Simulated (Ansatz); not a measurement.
**Cd: the order of phases at one pressure**

Aim: bring Cd in several structures (fcc, bcc, hcp, beta tin, simple hexagonal, diamond) to one pressure and rank them by enthalpy. The pressure is set by scaling the first phase. The runs shown use LAPW. Companion runs by PAW are cited.

Computed with Ansatz 0.2.0 (DFT, LDA, all-electron LAPW, scalar-relativistic, unless a step's input says otherwise).

### Step 1. The structure to begin with

The structure is cubic, space group Fm-3m (No. 225). The conventional cell has a = 4.184 Å, b = 4.184 Å, c = 4.184 Å, α = 90.00°, β = 90.00°, γ = 90.00°. Cd (site symmetry m-3m) has 12 Cd at 2.96 Å in its first shell of neighbours.

Coordinates:

```xyz
1
Lattice="0.0000 2.0919 2.0919 2.0919 0.0000 2.0919 2.0919 2.0919 0.0000" Properties=species:S:1:pos:R:3 pbc="T T T"
Cd    0.0000    0.0000    0.0000
```

### Step 2. Fcc relaxed under pressure, LAPW

Input file input.yaml:

```yaml
crystal:
  lattice:
    - [0.0, 2.0918989404, 2.0918989404]
    - [2.0918989404, 0.0, 2.0918989404]
    - [2.0918989404, 2.0918989404, 0.0]
  atoms:
    - { symbol: Cd, position: [0.0, 0.0, 0.0] }
kpoints:
  mp_grid: { grid: [16, 16, 16] }
scf:
  occupations: { method: fermi_dirac, width: 0.08 }
hamiltonian:
  xc: lda
  pseudopotentials: { kind: all_electron, lapw: { basis_error: 0.0005 } }
output:
  forces: true
  stress: true
  eigenvalues: true
relax:
  f_tol: 0.005
  max_steps: 12
  cell: { p_target: 7.5, stress_tol: 0.03 }
```

The run is started by

```
$ ansatz run input.yaml --threads 1 --pin off --max-ram 3584MiB --backend cpu --events-out ev --progress --plain --runs-dir out
```

Further steps of the session: Bcc relaxed under pressure, LAPW; Hcp relaxed under pressure, LAPW; Beta tin relaxed under pressure, LAPW; Simple hexagonal relaxed under pressure, LAPW; Diamond relaxed under pressure, LAPW.

**Question.** What will these runs give? Wanted: pressure; lowest (for each run or level that gives them).

**Answer**, as computed:

| quantity | value |
| --- | --- |
| pressure | 7.5 GPa |
| lowest (LAPW) | hcp, 14.2 meV/atom under fcc |
| lowest (PAW) | hcp, 14.2 meV/atom under fcc |

**Reading.** By LAPW the order is hcp < fcc < bcc < simple hexagonal < beta tin < diamond. By PAW the order is hcp < fcc < bcc < simple hexagonal < beta tin < diamond. The methods agree on the lowest phase. Only these structures were tried, with electrons smeared by 0.08 eV and without vibrations, so the true ground state may be another. The k meshes differ between phases and weren't tested, which can move differences by some meV.
